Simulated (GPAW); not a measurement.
HfGe in GPAW: convergence with bands over the usual count

Input of the first run (bands over the usual count 0.72); the others differ in this setting and in those tied to it:

The input run.py:

```python
from ase.dft.bandgap import bandgap
from ase.io import read, write
from ase.units import GPa
from gpaw import GPAW, PW, setup_paths

setup_paths.insert(0, '.')

atoms = read('HfGe.xyz')

calc = GPAW(mode=PW(600),
            xc='PBEsol',
            kpts={'size': (6, 6, 6), 'gamma': True},
            occupations={'name': 'fermi-dirac', 'width': 0.05},
            nbands=13,
            convergence={'density': 1e-05, 'energy': 1e-05},
            maxiter=100,
            txt='gpaw.txt')
atoms.calc = calc
energy = atoms.get_potential_energy()
forces = atoms.get_forces()
stress = atoms.get_stress()
calc.write('gs.gpw')
write('result.traj', atoms)
print(f'Energy: {energy:.6f} eV')
print('Forces (eV/A):')
print(forces.round(4))
print('Stress (GPa):', (stress / GPa).round(3))
print('Fermi level:', round(calc.get_fermi_level(), 4), 'eV')
print(f'Gap: {bandgap(calc)[0]:.4f} eV, direct: {bandgap(calc, direct=True)[0]:.4f} eV')
```

File HfGe.xyz:

```xyz
2
Lattice="3.9335093854 0.0000000000 0.0000000000 -1.9667546927 3.4065190538 0.0000000000 0.0000000000 0.0000000000 3.5096193900" Properties=species:S:1:pos:R:3 pbc="T T T"
Hf     0.0000000000      0.0000000000      1.7548096950
Ge    -0.0000000002      2.2710127026      1.7548096950
```

Potentials or basis: PAW data sets generated in the run's folder for this functional, pw.

Run with:

```console
$ gpaw-setup -f PBEsol Ge Hf
$ OMP_NUM_THREADS=1 python run.py
```

The cell was built by a generator and needn't be a form met in nature.

Hardware: 1 thread of Arm Neoverse V1 (shared host).

| bands over the usual count | energy less the tightest run, at zero smearing (meV/atom) | SCF cycles | CPU time (s) | peak memory (GiB) |
| --- | --- | --- | --- | --- |
| 0.72 | 0.00 | 10 | 16 | 0.15 |
| 0.8 | 0.00 | 10 | 17 | 0.15 |
| 0.9 | 0.00 | 10 | 18 | 0.15 |
| 1 | 0.00 | 10 | 20 | 0.15 |
| 1.3 | 0.00 | 10 | 23 | 0.16 |
| 1.7 | 0.00 | 10 | 28 | 0.16 |
| 2.5 | 0.00 | 10 | 39 | 0.17 |

Against the tightest run, the energy stays within 1 meV/atom from 0.72 on. The tightest run that finished is the yardstick and may itself not be fully converged.

Caveat, for the tightest run too: a pressure of tens of GPa on the cell as given is suspect, and the run, the potentials or the cell itself is likely at fault. The run has no spin-orbit coupling, so splittings on Hf are missing.
